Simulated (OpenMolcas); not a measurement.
# Ir⁴⁺ among point charges: CASSCF and CASPT2 levels and susceptibility

How does a field of 5 point charges split the states of Ir⁴⁺, and what χT follows?

Method: state-averaged CASSCF and CASPT2, spin-orbit coupling by RASSI with atomic mean-field integrals. Code: OpenMolcas 26.06.

### Step 1. Starting point

```
Species                           : Ir⁴⁺ (iridium, Z = 77, 73 electrons)
Basis                             : ANO-RCC-VDZP [7s6p4d2f], 59 functions
Scalar Hamiltonian                : DKH2, point nucleus
Inactive shells                   : 1s 2s 2p 3s 3p 3d 4s 4p 4d 4f 5s 5p
Active space                      : 5 electrons in 5 orbitals (5d)
Some configurations of this space : 5d⁵
Orbitals                          : optimised for each spin and parity, averaged over all roots
```

Outer shells as boxes (Hund's rule):

5d5
```
5d [↑ ][↑ ][↑ ][↑ ][↑ ]
```

The ion sits among 5 point charges of -1.6 e arranged as a square pyramid (C4v), 2.18 Å from the ion, with the axial distance 2.594 Å.

Each step is its own input file, run in one work folder so that later steps find the files of earlier ones. Labels, J, g values, rates, χT and fits are worked out afterwards by a script from the matrices that RASSI stores.

### Step 2. One- and two-electron integrals

a.inp reads:

```
&GATEWAY
Coord
1

Ir 0.0 0.0 0.0
Basis=ANO-RCC-VDZP
Group=NoSym
NoMove
AngMom=0.0 0.0 0.0
AMFI
XField
5 Angstrom 0
2.180000 0.000000 0.000000 -1.600000
0.000000 2.180000 0.000000 -1.600000
-2.180000 0.000000 0.000000 -1.600000
0.000000 -2.180000 0.000000 -1.600000
0.000000 0.000000 2.594200 -1.600000
&SEWARD
```

On the command line:

```console
$ OMP_NUM_THREADS=1 MOLCAS_MEM=1689 MOLCAS_PROJECT=a pymolcas a.inp > a.log
```

### Step 3. CASSCF: sextets, 1 root

a.inp reads:

```
&RASSCF
FileOrb=start.orb
Symmetry=1
Spin=6
nActEl=5 0 0
Inactive=34
Ras2=5
CIRoot=1 1 1
SDav=1
CIMx=300
Iter=120 100
PrWF=0.3
OrbListing=Nothing
MaxOrb=0
>>> COPY $Project.JobIph JOB001
```

start.orb holds the contracted functions of the basis, ordered by shell, or the orbitals of the step before.

### Step 4. CASSCF: quartets, 24 roots

a.inp reads:

```
&RASSCF
FileOrb=start.orb
Symmetry=1
Spin=4
nActEl=5 0 0
Inactive=34
Ras2=5
CIRoot=24 24 1
SDav=24
CIMx=300
Iter=120 100
PrWF=0.3
OrbListing=Nothing
MaxOrb=0
>>> COPY $Project.JobIph JOB002
```

### Step 5. CASSCF: doublets, 75 roots

a.inp reads:

```
&RASSCF
FileOrb=start.orb
Symmetry=1
Spin=2
nActEl=5 0 0
Inactive=34
Ras2=5
CIRoot=75 75 1
SDav=75
CIMx=300
Iter=120 100
PrWF=0.3
OrbListing=Nothing
MaxOrb=0
>>> COPY $Project.JobIph JOB003
```

### Step 6. State interaction with spin-orbit coupling

a.inp reads:

```
&RASSI
NrOfJobIphs=3 1 24 75
1
1 2 3 4 5 6 7 8 9 10 11 12 13 14 15 16 17 18 19 20 21 22 23 24
1 2 3 4 5 6 7 8 9 10 11 12 13 14 15 16 17 18 19 20 21 22 23 24 25 26 27
28 29 30 31 32 33 34 35 36 37 38 39 40 41 42 43 44 45 46 47 48 49 50 51
52 53 54 55 56 57 58 59 60 61 62 63 64 65 66 67 68 69 70 71 72 73 74 75
IphNames
JOB001
JOB002
JOB003
EJob
SpinOrbit
DIPRint=1.0
SOCoupling=1000.0
Subsets=2
Property=9
'ANGMOM' 1 'ANGMOM' 2 'ANGMOM' 3 'MLTPL  1' 1 'MLTPL  1' 2 'MLTPL  1' 3
'AMFI' 1 'AMFI' 2 'AMFI' 3
SOProperty=3
'ANGMOM' 1 'ANGMOM' 2 'ANGMOM' 3
```

### Step 7. CASPT2: IPEA 0.25, imaginary shift 0.1 (closed shells correlated: 4f 5s 5p)

a.inp reads:

```
>>> COPY JOB001 $Project.JobIph
&CASPT2
Multistate=1 1
Frozen=23
IPEA=0.25
Imaginary=0.1
MaxIter=60
WThr=0.0 0.3 0.05
PrWF=0.5
NoMix
>>> COPY JOB002 $Project.JobIph
&CASPT2
Multistate=24 1 2 3 4 5 6 7 8 9 10 11 12 13 14 15 16 17 18 19 20 21 22
23 24
NoMult
Frozen=23
IPEA=0.25
Imaginary=0.1
MaxIter=60
WThr=0.0 0.3 0.05
PrWF=0.5
NoMix
>>> COPY JOB003 $Project.JobIph
&CASPT2
Multistate=75 1 2 3 4 5 6 7 8 9 10 11 12 13 14 15 16 17 18 19 20 21 22
23 24 25 26 27 28 29 30 31 32 33 34 35 36 37 38 39 40 41 42 43 44 45 46
47 48 49 50 51 52 53 54 55 56 57 58 59 60 61 62 63 64 65 66 67 68 69 70
71 72 73 74 75
NoMult
Frozen=23
IPEA=0.25
Imaginary=0.1
MaxIter=60
WThr=0.0 0.3 0.05
PrWF=0.5
NoMix
```

(Steps that only read results are left out.)

**Question.** What will these runs give? Wanted: spin-free ground state; lowest level; next level.

As calculated:

| quantity | value |
| --- | --- |
| method | SS-CASPT2, IPEA 0.25, imaginary shift 0.1 (closed shells correlated: 4f 5s 5p) |
| spin-free ground state | sextet, 1-fold in its orbital part |
| lowest level | 2-fold, g = 1.92, 5.74, 5.74 |
| next level | 209.0 cm⁻¹ |
| χT at 300 K | 3.80 cm³ K/mol |
| effective moment at 300 K | 5.51 μB |

Cost by method:

```tsv
method	time of its own steps	time with the reference
A. CASSCF	21 s	21 s
B. SS-CASPT2, IPEA 0.25, imaginary shift 0.1, +4f 5s 5p	16 s	36 s
```

Times are of one thread on a shared host.

In words: The spin-free ground state (sextet) comes to 100 % from free-ion S terms and keeps the highest spin of the shell. χT at 300 K is 3.80, against 4.39 cm³ K/mol for the spin alone, so spin-orbit coupling lowers it. An active space of the d shell alone favours high spin; real ions in strong fields can be low spin. The field of point charges can differ much from that of real complexes. With metal d orbitals alone active, the gaps between spin states are rough; where two lie within a few thousand cm-1, their order is open. This is an electrostatic model: the charges have no orbitals.
